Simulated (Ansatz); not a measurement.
CaGdS2, space group P4/mmm: a comparison of magnetic orders, run with the Python package of Ansatz (0.2.0).

The script, `cagds2_orders.py`:
```python
# -*- coding: utf-8 -*-
import ansatz as az
import numpy as np
from tabulate import tabulate


def count_gap(report):
    # lowest empty less highest filled band, counting bands; zero where they overlap
    return max(report.get('gap_by_band_count_ev') or 0.0, 0.0)

CELL = [
    (3.977457, 0.0, 0.0),
    (0.0, 3.977457, 0.0),
    (0.0, 0.0, 11.294478),
]
ATOMS = [
    ('Ca', (0.0, 0.0, 0.0)),
    ('Gd', (0.5, 0.5, 0.25)),
    ('S', (0.0, 0.0, 0.25)),
    ('S', (0.5, 0.5, 0.0)),
    ('Ca', (0.0, 0.0, 0.5)),
    ('Gd', (0.5, 0.5, 0.75)),
    ('S', (0.0, 0.0, 0.75)),
    ('S', (0.5, 0.5, 0.5)),
]


def magnet(moments):
    crystal = az.Crystal(lattice=az.Lattice.of(CELL))
    for (symbol, position), moment in zip(ATOMS, moments):
        crystal = crystal.atom(symbol, position, moment=moment or None)
    return crystal

orders = {
    'FM': [0, 5.6, 0, 0, 0, 5.6, 0, 0],
    'AFM': [0, 5.6, 0, 0, 0, -5.6, 0, 0],
}

rows = []
for label, moments in orders.items():
    calc = (
        magnet(moments).calculation()
        .functional('r2SCAN')
        .basis(41 * az.Ry)
        .kpoints(7, 7, 3)
        .occupations('fermi_dirac')
        .spin('collinear')
        .band_table()
    )
    report = calc.run(threads=1).report
    rows.append((label, report['free_energy_ev'], report['magnetization_mub'], report['absolute_magnetization_mub'], max(abs(m) for m in report['site_moments_mub']), count_gap(report)))
    print(label, 'site moments:', [round(m, 2) for m in report['site_moments_mub']])

plain = (
    magnet([0] * len(ATOMS)).calculation()
    .functional('r2SCAN')
    .basis(41 * az.Ry)
    .kpoints(7, 7, 3)
    .occupations('fermi_dirac')
    .band_table()
)
report = plain.run(threads=1).report
rows.append(('NM', report['free_energy_ev'], 0.0, 0.0, 0.0, count_gap(report)))

lowest = min(row[1] for row in rows)
rows = [(row[0], 1000 * (row[1] - lowest) / 2, *row[2:]) for row in sorted(rows, key=lambda row: row[1])]
print(tabulate(rows, headers=['order', 'meV/magnetic atom', 'net muB', 'absolute muB', 'largest site muB', 'gap by band count eV'], floatfmt='.4f', tablefmt='github'))
print('lowest of these starts:', rows[0][0])
```

Which magnetic state ends lowest, and by how much?

In order of energy: antiferro- or ferrimagnetic (+0.0 meV an atom, largest site moment 7.00 μB), ferromagnetic (+3.0 meV an atom, largest site moment 6.98 μB) and non-magnetic (+1866.5 meV an atom, largest site moment 0.00 μB). These are the states reached from the starts typed.

The run itself:

```console
$ python cagds2_orders.py
DeckWarning: where an SCF of this run starts from atoms to list the orders of its open shells, Gd (sites 1, 5, from 0) starts with 6.64 μB on its 4f shell, in the place of the 5.60 μB that the deck gives it: an open f shell starts with all that it can hold by Hund's first rule. To start from spheres of the given moment, type scf.initial_density.shell_occupations: []
FM site moments: [0.0, 6.98, -0.03, -0.02, 0.0, 6.98, -0.03, -0.02]
DeckWarning: where an SCF of this run starts from atoms to list the orders of its open shells, Gd (site 1, from 0) starts with 6.64 μB on its 4f shell, in the place of the 5.60 μB that the deck gives it: an open f shell starts with all that it can hold by Hund's first rule. To start from spheres of the given moment, type scf.initial_density.shell_occupations: []
DeckWarning: where an SCF of this run starts from atoms to list the orders of its open shells, Gd (site 5, from 0) starts with -6.64 μB on its 4f shell, in the place of the -5.60 μB that the deck gives it: an open f shell starts with all that it can hold by Hund's first rule. To start from spheres of the given moment, type scf.initial_density.shell_occupations: []
AFM site moments: [-0.0, 7.0, -0.03, -0.0, 0.0, -7.0, 0.03, 0.0]
RunWarning: the run went on to a lower state, not held to the crystal's whole symmetry: an SCF from the atoms in a lower order of the open shells, with 24 of the crystal's symmetry operations given up (44 k-points in place of 20), reached one 0.8670 eV below the state on which the run stood (F = -25961.998430 eV). The lower state's density, forces and stress are held to no more than what was kept: a code that imposes the whole symmetry need not reach that state, and which such state is reached [...]
| order   |   meV/magnetic atom |   net muB |   absolute muB |   largest site muB |   gap by band count eV |
|---------|---------------------|-----------|----------------|--------------------|------------------------|
| AFM     |              0.0000 |    0.0000 |        14.5407 |             7.0031 |                 0.0000 |
| FM      |             12.1949 |   14.1771 |        14.3701 |             6.9826 |                 0.0000 |
| NM      |           7466.0415 |    0.0000 |         0.0000 |             0.0000 |                 0.0000 |
lowest of these starts: AFM
```
(Warnings from the package without file and line, shortened.)

Caveats:
- Open f shells: without a Hubbard U, without spin-orbit coupling; the state reached hangs on the start and needn't be the lowest.
- Without U the f states sit at the Fermi level and can close a real gap.
- A gap by band count of zero or less means overlapping bands, a metal.
- r2SCAN tends to overestimate the moments of itinerant magnets.
- The structure comes from a database of computed cells and needn't be a stable or known phase.
- Levels are Kohn-Sham eigenvalues on this mesh, without spin-orbit coupling.
- Each row is the state reached from that start at the given structure, not necessarily the lowest of its order; other orders weren't tried.
- Wall time of the script: 7.4 min on 1 thread of Arm Neoverse V2, on a shared host, peak memory 1.2 GiB.
